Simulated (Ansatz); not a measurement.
# BF3H5NO: the cost of one run

Program: Ansatz 0.2.0. Level of theory: RKS PBE0/def2-SVP. These are calculated values, not measurements.

### 1 The system as given

Bond lengths: B1–N2 1.800 Å, B1–F3 1.334 Å, B1–F4 1.324 Å, B1–O6 1.745 Å, N2–H9 1.009 Å, N2–H10 1.009 Å, O6–H11 0.959 Å. Angles: B1–N2–H9 109.0°, B1–N2–H10 108.9°, H9–N2–H10 110.7°, N2–B1–F3 109.3°, N2–B1–F4 110.2°, N2–B1–O6 103.0°, F3–B1–F4 117.9°, F3–B1–O6 106.5°, F4–B1–O6 108.8°, B1–O6–H11 104.8°.

Structure file:

```xyz
11

B    -0.3258   -0.9667    0.2433
N    -0.9785    0.4970   -0.5769
F     0.0371   -1.8622   -0.6760
F    -1.1504   -1.3606    1.2013
H     1.3029    0.7848    0.4932
O     1.1478   -0.3823    0.9735
H     0.0279    1.3716   -0.5050
F     1.1103    1.7753   -0.1610
H    -1.2197    0.2599   -1.5279
H    -1.7904    0.8207   -0.0722
H     1.8388   -0.9375    0.6077
```

### 2 Pulling towards end A

Springs on the bonds that form and break draw the guess towards this end; the thresholds are loose.

Input file input.yaml:

```yaml
crystal:
  periodic: [false, false, false]
  atoms:
    - { symbol: B, position_ang: [-0.3258, -0.9667, 0.2433] }
    - { symbol: "N", position_ang: [-0.9785, 0.497, -0.5769] }
    - { symbol: F, position_ang: [0.0371, -1.8622, -0.676] }
    - { symbol: F, position_ang: [-1.1504, -1.3606, 1.2013] }
    - { symbol: H, position_ang: [1.3029, 0.7848, 0.4932] }
    - { symbol: O, position_ang: [1.1478, -0.3823, 0.9735] }
    - { symbol: H, position_ang: [0.0279, 1.3716, -0.505] }
    - { symbol: F, position_ang: [1.1103, 1.7753, -0.161] }
    - { symbol: H, position_ang: [-1.2197, 0.2599, -1.5279] }
    - { symbol: H, position_ang: [-1.7904, 0.8207, -0.0722] }
    - { symbol: H, position_ang: [1.8388, -0.9375, 0.6077] }
basis:
  gaussian: { orbitals: def2-SVP }
hamiltonian:
  xc: pbe0
relax:
  f_tol: 0.15
  max_steps: 25
  restrain:
    - { distance: [0, 5], at: 2.8, k: 30.0 }
    - { distance: [4, 7], at: 2.18, k: 30.0 }
    - { distance: [6, 1], at: 2.32, k: 30.0 }
    - { distance: [0, 1], at: 1.55, k: 30.0 }
    - { distance: [4, 5], at: 0.97, k: 30.0 }
    - { distance: [6, 7], at: 0.88, k: 30.0 }
```

Run with:

```console
> ansatz run input.yaml --threads 2 --pin off --max-ram 3072MiB --backend cpu --events-out ev --progress --plain --runs-dir out
```

**Question.** How long does this run take on 2 threads of Intel Xeon 6975P-C (Granite Rapids), shared host, and how much memory does it need?

About 16 s, with a peak of 0.26 GiB.
